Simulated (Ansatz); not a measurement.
This script for a check of PAW against all-electron LAPW of P, space group R-3m with the Python package of Ansatz (0.2.0) holds a mistake.

Script `p.py`:
```python
'''Checking the PAW result for P with LAPW.'''

import ansatz
import numpy as np


def count_gap(report):
    # lowest empty less highest filled band, counting bands; zero where they overlap
    return max(report.get('gap_by_band_count_ev') or 0.0, 0.0)

vectors = np.array([
    [1.72572518, 0.9963479, 3.12968001],
    [-1.72572518, 0.9963479, 3.12968001],
    [0.0, -1.99269579, 3.12968001],
])
cell = (
    ansatz.Lattice.of(vectors)
    .atom('P', (0.22708025, 0.22708025, 0.22708025))
    .atom('P', (0.77291975, 0.77291975, 0.77291975))
)

calc = (
    cell.calculation()
    .functional('PBEsol')
    .kpoints(6, center='gamma')
    .occupations('fixed')
    .stress()
    .forces()
    .band_table()
)
variants = {
    'PAW': calc.pseudopotentials('paw'),
    'LAPW': calc.pseudopotentials('all_electron', lapw=True),
}
# totals differ by the cores that each treatment holds, so compare what does not depend on them
rows = []
for label, variant in variants.items():
    report = variant.run(threads=1).report
    levels = np.array(report['eigenvalues_ev'][0]) - report['fermi_energy_ev']
    print(label, 'levels at the first k-point near E_F:', np.round(levels[np.abs(levels) < 5], 3))
    rows.append((label, report['n_electrons'], np.trace(report['stress_gpa']) / 3, count_gap(report)))
for row in rows:
    print('; '.join(f'{name} = {round(v, 4) if isinstance(v, float) else v}' for name, v in zip(['treatment', 'electrons in bands', 'P GPa', 'gap by band count eV'], row)))
```

```console
$ python p.py
DeckWarning: basis.ecutwfc = 420 eV, auto-derived from the records' recommended cutoffs: set by P (normal level)
RunWarning: iter 1: σ=0 fill of 5 bands saw a band overlap (occupied 10.6304 eV > unoccupied 9.8807 eV) — on an unconverged iterate often a transient of an unconverged empty band; one that stands at the close is told there (band_overlap_at_count); if the run fails to converge, the spectrum is likely genuinely metallic at σ=0 — use a smearing of finite width or the tetrahedron method (which not every kind of run takes: see the entry of scf.occupations.method in the input reference), with at [...]
RunWarning: a fill by count may have filled part of one level: at k-index 31 the highest filled band, 10.001164 eV, and the lowest empty band, 10.001164 eV, stand 7.105e-15 eV apart, within the solve's uncertainty, 3.162e-4 eV. If they are one level, whatever splits it, however little, can move the result. A smearing (`scf.occupations.method` with a `width`) well over the split that the run's distortions make, where the deck can take one, can fill the level evenly. On an open shell (a free [...]
RunWarning: the bands overlap at the fill by count (5 filled at each k-point of a channel): the highest filled level, 10.626060 eV at k-index 14, stands 0.7455 eV over the lowest empty one, 9.880540 eV at k-index 3, so that a fill of the lowest levels lies lower and no gap is reported. A metal, or a carrier in a host's bands, wants a smearing of finite width or the tetrahedron method (`scf.occupations.method`). A defect's level that its images broaden is meant whole, and this fill is then the [...]
PAW levels at the first k-point near E_F: [-4.062 -3.627 -3.359 -3.359  0.821  2.131  2.131]
LAPW levels at the first k-point near E_F: [-4.069 -3.627 -3.357 -3.357  0.831  2.134  2.134]
treatment = PAW; electrons in bands = 10.0; P GPa = -1.248; gap by band count eV = 0.0
treatment = LAPW; electrons in bands = 26.0; P GPa = -1.2237; gap by band count eV = 0.0
```
(Warnings from the package without file and line, shortened, repeats left out.)

The script ran to its end, but the result can't be trusted. Why?

The fault: fixed occupations, though the bands overlap at this level of theory. The change:

```diff
--- before
+++ after
@@ -25,3 +25,3 @@
     .kpoints(6, center='gamma')
-    .occupations('fixed')
+    .occupations('fermi_dirac', width=0.05)
     .stress()
```

With that change:

`python p.py` gives:
```text
DeckWarning: basis.ecutwfc = 420 eV, auto-derived from the records' recommended cutoffs: set by P (normal level)
PAW levels at the first k-point near E_F: [-3.633 -3.197 -2.919 -2.919  1.261  2.578  2.578]
LAPW levels at the first k-point near E_F: [-3.643 -3.201 -2.92  -2.92   1.268  2.577  2.577]
treatment = PAW; electrons in bands = 10.0; P GPa = -2.0173; gap by band count eV = 0.0
treatment = LAPW; electrons in bands = 26.0; P GPa = -2.009; gap by band count eV = 0.0
```
(Warnings from the package without file and line.)

Reading the output:
- The computed bands are complete only to about 3.9 eV above the Fermi level.
- For a metal this k-point mesh is coarse: on a finer one energies can move by several to tens of meV an atom and pressures by half a GPa or more, differences at one mesh by less.
- A gap by band count of zero or less means overlapping bands, a metal.
- This isn't the structure that P takes at ambient conditions.
- Levels are Kohn-Sham eigenvalues on this mesh.
- Pressure is positive in compression; the treatments may keep other shells as core, so totals and counts of electrons can differ.
- The whole script took 3.1 s on 1 thread of Intel(R) Xeon(R) 6975P-C (Granite Rapids) (shared host), peak memory 0.42 GiB.

(A comment or docstring line of the script was reworded after the run, the code is as it ran; lines on the test bed's own set-up are left out of the output.)
